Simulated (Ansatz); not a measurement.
Consider vertical energies of changing the electron count of AlBClH6NSi, SMILES [SiH3][NH][AlH][BH]Cl (Ansatz 0.2.0 through its Python package).

The script, `ip.py`:
```python
"""Vertical ionisation energy of AlBClH6NSi."""

import ansatz as az

BASIS_SET = "def2-TZVP"
FUNCTIONAL = "r2scan"


def energy(molecule, charge=0, unpaired=0):
    calc = (
        molecule.calculation()
        .basis(gaussian=BASIS_SET)
        .functional(FUNCTIONAL)
        .scf(lower_state_search="standard")
    )
    if charge:
        calc = calc.charge(charge)
    if unpaired:
        calc = calc.spin("collinear", total=unpaired)
    return calc.run().report["free_energy_ev"]

geometry_ang = [
    ("Si", (-0.9893, -0.6945, 1.3689)),
    ("N", (0.7119, -0.3228, 1.2079)),
    ("Al", (0.9358, 0.7487, -0.3718)),
    ("B", (0.5729, -0.0065, -2.2214)),
    ("Cl", (0.7396, 1.0087, -3.7423)),
    ("H", (-1.7813, 0.6329, 1.4422)),
    ("H", (-1.4735, -1.4169, 0.1956)),
    ("H", (-1.2438, -1.4157, 2.5704)),
    ("H", (0.9867, 0.2906, 2.0677)),
    ("H", (1.5525, 2.2295, -0.2054)),
    ("H", (0.0537, -1.1108, -2.2912)),
]
molecule = az.Crystal.molecule()
for symbol, xyz in geometry_ang:
    molecule = molecule.atom(symbol, xyz)

# delta-SCF style differences, no relaxation
parent = energy(molecule, 0, 0)
cation = energy(molecule, 1, 1)
print(f"E(N)   = {parent:.5f} eV")
print(f"E(N-1) = {cation:.5f} eV  (1 unpaired)")
print(f"vertical ionisation energy {cation - parent:.3f} eV")
```

What does it cost to change the electron count at this fixed geometry?

At this unrelaxed geometry removing an electron costs 8.99 eV.

The run itself:

`python ip.py` gives:
```text
E(N)   = -29259.95016 eV
E(N-1) = -29250.96191 eV  (1 unpaired)
vertical ionisation energy 8.988 eV
```

These settings explore the input space; basis and method may be short of convergence. The geometry is a force-field or estimated start, not a minimum of this method, and the basis set is short of its limit. All parts are taken at fixed geometry, without zero-point energy. At an unrelaxed start these energies can be a whole eV from those at the minimum, and a small affinity can change sign. Wall time of the script: 91 s on 1 thread of Arm Neoverse V1, with other jobs on the host, peak memory 0.72 GiB.
